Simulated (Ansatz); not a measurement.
**C₅H₁₁F₂Ga: basis-set convergence**

The task here is to estimate one member of a computed series from the others.

Method: one geometry, several basis sets; program: Ansatz 0.2.0, Gaussian basis.

Levels to be run: PBE0-D4/def2-SVP; ωB97M-V/def2-SVP; PBE0-D4/def2-QZVPP; ωB97M-V/def2-QZVPP; the functionals' def2-TZVPP values are taken from earlier runs.

## The geometry

An earlier PBE0-D4 in a triple-zeta def2 set relaxation fixed the geometry.

SMILES `CC(C)(C)[CH2][Ga]([F])[F]`, 19 atoms, charge 0, spin multiplicity 1.

Atoms are counted from 1 here; the program's logs count them from 0.

Bond lengths: C1–C2 1.529 Å, C1–H9 1.093 Å, C1–H10 1.093 Å, C1–H11 1.093 Å, C2–C3 1.526 Å, C2–C4 1.526 Å, C2–C5 1.532 Å, C3–H12 1.095 Å, C3–H13 1.094 Å, C3–H14 1.093 Å, C4–H15 1.094 Å, C4–H16 1.094 Å, C4–H17 1.093 Å, C5–Ga6 1.949 Å, C5–H18 1.095 Å, C5–H19 1.095 Å, Ga6–F7 1.750 Å, Ga6–F8 1.753 Å. Angles: C2–C1–H9 110.8°, C2–C1–H10 111.1°, C2–C1–H11 111.1°, H9–C1–H10 107.9°, H9–C1–H11 107.9°, H10–C1–H11 108.0°, C1–C2–C3 109.4°, C1–C2–C4 109.4°, C1–C2–C5 108.3°, C3–C2–C4 109.6°, C3–C2–C5 110.0°, C4–C2–C5 110.1°, C2–C3–H12 111.3°, C2–C3–H13 111.1°, C2–C3–H14 110.8°, H12–C3–H13 108.5°, H12–C3–H14 107.3°, H13–C3–H14 107.7° and more.

Set-up of the first run:

in.yaml

```yaml
crystal:
  periodic: [false, false, false]
  atoms:
    - {symbol: C, position_ang: [-0.826037, -1.731906, 0.235876]}
    - {symbol: C, position_ang: [-0.102917, -0.385691, 0.193043]}
    - {symbol: C, position_ang: [1.404675, -0.618242, 0.239331]}
    - {symbol: C, position_ang: [-0.528352, 0.456645, 1.392419]}
    - {symbol: C, position_ang: [-0.483621, 0.324628, -1.109387]}
    - {symbol: Ga, position_ang: [0.345228, 2.068731, -1.373725]}
    - {symbol: F, position_ang: [0.115114, 3.056993, -2.799143]}
    - {symbol: F, position_ang: [1.417108, 2.889416, -0.255073]}
    - {symbol: H, position_ang: [-0.582210, -2.273864, 1.153566]}
    - {symbol: H, position_ang: [-1.910512, -1.596930, 0.203313]}
    - {symbol: H, position_ang: [-0.539049, -2.360001, -0.611803]}
    - {symbol: H, position_ang: [1.953548, 0.328734, 0.256528]}
    - {symbol: H, position_ang: [1.740696, -1.197558, -0.625628]}
    - {symbol: H, position_ang: [1.684049, -1.172271, 1.139016]}
    - {symbol: H, position_ang: [0.002460, 1.413480, 1.416058]}
    - {symbol: H, position_ang: [-1.603423, 0.657616, 1.370852]}
    - {symbol: H, position_ang: [-0.306386, -0.062677, 2.328107]}
    - {symbol: H, position_ang: [-0.214495, -0.280028, -1.982210]}
    - {symbol: H, position_ang: [-1.565848, 0.482926, -1.171132]}
basis:
  gaussian: {orbitals: def2-SVP}
hamiltonian: {xc: pbe0, dispersion: d4}
output: {orbitals: {seedname: orbitals}}
```

Launch:

```bash
$ ansatz run in.yaml --threads 4 --pin off --events-out ev --progress --plain --max-ram 66560MiB --backend cpu
```

Among the steps run: PBE0-D4 in def2-SVP; ωB97M-V in def2-SVP; PBE0-D4 in def2-QZVPP; ωB97M-V in def2-QZVPP.

One of the session's tables, all rows but one given; the rest of the session is left out.

It belongs to the step «Functionals by basis». 

```
functional       basis  HOMO (eV)
   PBE0-D4    def2-SVP      -8.72
   PBE0-D4  def2-TZVPP      -8.76
   PBE0-D4  def2-QZVPP      -8.78
   ωB97M-V    def2-SVP     -10.93
   ωB97M-V  def2-TZVPP     -10.98
   ωB97M-V  def2-QZVPP          ?
```

**Question.** Estimate the row for ωB97M-V, def2-QZVPP.

The run gave: HOMO (eV): -11.00. In the column «HOMO (eV)» it is the lowest.
